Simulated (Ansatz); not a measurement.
Relaxation of a periodic cell of 15 atoms, Zn$_{8}$O$_{6}$F (host ZnO, host structure P6_3mc, dopant F, one O atom removed), to a largest force component of 0.03 eV/Å in at most 60 steps.

The calculation used DFT PBE, scalar-relativistic, plane waves, PAW in Ansatz 0.2.0. Settings: PAW set soft_1, cutoff 420 eV, k mesh 2x2x2, gaussian smearing 0.02 eV, spin collinear.

```xyz
15
Lattice="-3.2494 -5.6281 0.0000 4.8741 -2.8141 0.0000 0.0000 0.0000 5.2038" Properties=species:S:1:pos:R:3
Zn -0.012 -3.723 0.018
Zn 1.639 -4.682 2.583
F 0.015 -3.783 2.027
O 1.607 -4.729 4.599
Zn 3.224 -3.752 -0.063
Zn 0.055 -1.863 2.577
O 3.223 -3.737 1.967
O 0.002 -1.895 4.616
Zn 1.626 -0.959 -0.034
Zn 3.290 -1.902 2.536
O 1.652 -0.955 2.008
O 3.266 -1.870 4.568
Zn 1.661 -6.550 0.007
Zn -1.677 -4.640 2.595
O 1.610 -6.611 2.033
```

Task: Where does it end, and by what steps?

Result: The forces met the threshold. Limits of this set-up: coarse k mesh. After 8 steps the energy has fallen by 1.577 eV; Zn14 moved furthest, 0.43 Å. Parted: F3–Zn14 (1.98 → 2.38 Å). Joined: Zn1–Zn9 (3.21 → 2.92 Å), Zn1–Zn13 (3.20 → 2.93 Å), Zn1–Zn14 (3.20 → 2.58 Å), Zn9–Zn13 (3.26 → 2.89 Å), Zn9–Zn14 (3.23 → 2.73 Å).

```csv
step,energy less start (eV),largest force component (eV/Å),accepted
0,0.0000,1.777,yes
1,-0.9245,1.118,yes
2,-1.4816,0.331,yes
3,-1.5557,0.145,yes
4,-1.5653,0.071,yes
5,-1.5716,0.046,yes
6,-1.5745,0.044,yes
7,-1.5675,0.070,no
8,-1.5765,0.013,yes
```

```xyz
15
Lattice="-3.2494 -5.6281 0.0000 4.8741 -2.8141 0.0000 0.0000 0.0000 5.2038" Properties=species:S:1:pos:R:3
Zn -0.181 -3.880 -0.326
Zn 1.728 -4.799 2.634
F 0.052 -3.715 1.818
O 1.602 -4.754 4.606
Zn 3.213 -3.732 -0.022
Zn 0.016 -1.742 2.625
O 3.231 -3.736 1.978
O 0.014 -1.892 4.595
Zn 1.617 -0.761 -0.016
Zn 3.250 -1.840 2.615
O 1.646 -0.859 1.982
O 3.226 -1.830 4.614
Zn 1.781 -6.712 -0.034
Zn -1.725 -4.763 3.003
O 1.708 -6.637 1.965
```

Run time: 100 s on 2 threads of Arm Neoverse V1, with other jobs on the host, peak memory 0.61 GiB.
